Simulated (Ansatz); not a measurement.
**InAu3 under changes of volume**

One of the cells (19.589 Å³/atom); the others are scaled copies at fixed shape and fractional positions:

```
Au In
1.0
     3.16059    0.00000    0.00000
    -1.58029    2.73715    0.00000
     0.00000    0.00000    9.05757
Au In
3 1
Direct
  0.33333 0.66667 0.75160
  0.33333 0.66667 0.24840
  0.66667 0.33333 0.50000
  0.66667 0.33333 0.00000
```

The cell comes from a database or a generator and needn't be the stable form of this composition.

| Property | Result |
| --- | --- |
| Program | Ansatz 0.2.0 |
| Functional | PBEsol |
| Potentials or basis | all-electron LAPW, scalar-relativistic |
| Cutoff | 242 eV (chosen from the basis error) |
| Basis error allowed | 0.001 eV/atom |
| k mesh | 10 × 10 × 3 |
| Occupations | fermi-dirac, width 0.05 eV |
| Spin | no spin polarisation |

| volume (Å³/atom) | energy over the lowest point (meV/atom) | pressure (GPa) | largest force (eV/Å) |
| --- | --- | --- | --- |
| 18.414 | 0.00 | -0.6 | 0.163 |
| 18.806 | 4.71 | -3.2 | 0.175 |
| 19.198 | ? | ? | ? |
| 19.589 | 30.93 | -7.3 | 0.196 |
| 19.981 | 50.85 | -8.9 | 0.205 |
| 20.373 | 74.38 | -10.3 | 0.212 |
| 20.765 | 100.95 | -11.4 | 0.218 |

Problem. What does the run at 19.198 Å³/atom give?

Solution. Energy over the lowest point 15.30 meV/atom; pressure -5.4 GPa; largest force 0.186 eV/Å.

Worked out: A Birch-Murnaghan fit of order 3 (a polynomial in V^(-2/3)) to the other rows has its minimum at 18.33 Å³/atom, just outside them, with B0 = V·E''(V) = 136 GPa and B' = 6.3 at fixed shape and positions, which overstates the stiffness. It gives 15.33 meV/atom at 19.198 Å³/atom, against the run's 15.30, and -dE/dV = -5.4 GPa, against -5.4.

Energies are extrapolated to zero smearing.
